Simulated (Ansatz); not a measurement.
What does this script print? It uses the Python package of Ansatz (0.2.0).

`plus_u_csnin.py`:
```python
# -*- coding: utf-8 -*-
import warnings

import ansatz as az
import numpy as np


def count_gap(report):
    # lowest empty less highest filled band, counting bands; zero where they overlap
    return max(report.get("gap_by_band_count_ev") or 0.0, 0.0)

warnings.simplefilter("ignore", az.DeckWarning)

cell = (
    az.Lattice.from_parameters(5.536966, 5.536966, 3.446657, alpha=90, beta=90, gamma=120)
    .space_group(187)
    .atom("Cs", [2 / 3, 1 / 3, 0.5])
    .atom("Ni", [1 / 3, 2 / 3, 0.0])
    .atom("N", [1 / 3, 2 / 3, 0.5])
    .moments(Ni=1.0)
)

job = (
    cell.calculation()
    .kpoints(7, 7, 10, center="gamma")
    .occupations(az.OccupationsMethod.FERMI_DIRAC)
    .spin(az.SpinTreatment.COLLINEAR)
    .band_table()
)
rows = []
for u in [2.0, 4.0, 6.0, 8.0]:
    data = job.hubbard("Ni", "d", u_eff=u).run(threads=1, pin="off").report
    shell = data["hubbard"]["n_scf"]
    rows.append((u, count_gap(data), sum(shell) / len(shell), max(abs(m) for m in data["site_moments_mub"]), data["n_iterations"]))
print("      U_eff eV  gap by band count eV  Ni d occupation (projector)  largest moment muB      iterations")
for row in rows:
    print(f"{str(row[0]):>14s}  {row[1]:20.3f}  {row[2]:27.4f}  {row[3]:18.3f}  {row[4]:14d}")
print("eigenvalues of the first occupation matrix at the last U, by spin:")
for channel in data["hubbard"]["n_eig"][0]:
    print("  ", " ".join(f"{n:.3f}" for n in channel))
```

Running `python plus_u_csnin.py` prints:
```text
RunWarning: the starting moments were not kept: the SCF closed with an absolute magnetisation of 1.7e-6 μB, where they sum to 1 μB in size (1 site). That is at most 0.1 of that sum. Measured as dr2_m [...]
      U_eff eV  gap by band count eV  Ni d occupation (projector)  largest moment muB      iterations
           2.0                 0.000                       8.6728               0.000              19
           4.0                 0.000                       8.7185               0.000              20
           6.0                 0.000                       8.7657               0.000              22
           8.0                 0.000                       8.8144               0.000              25
eigenvalues of the first occupation matrix at the last U, by spin:
   0.792 0.792 0.843 0.990 0.990
   0.792 0.792 0.843 0.990 0.990
```
(Warnings from the package without file and line, shortened, repeats left out.)

Reading the output:
- The SCF didn't keep the moments it started from (some shrank, vanished or turned); what is printed is the state reached.
- A gap by band count of zero or less means overlapping bands, a metal.
- No functional is typed, so the default, PBE, holds.
- The structure comes from a database of computed cells and needn't be a stable or known phase.
- Gaps and levels are Kohn-Sham values on a finite set of k-points, without spin-orbit coupling.
- Shell occupations and the effect of U depend on the projectors; a run with no .spin step is spin-unpolarised, and each U may end in a state that isn't the lowest.
- The script silences the warnings on its input, which a real study should read.
- Wall time of the script: 3.1 min on 1 thread of Arm Neoverse V1 (shared host), peak memory 0.56 GiB.
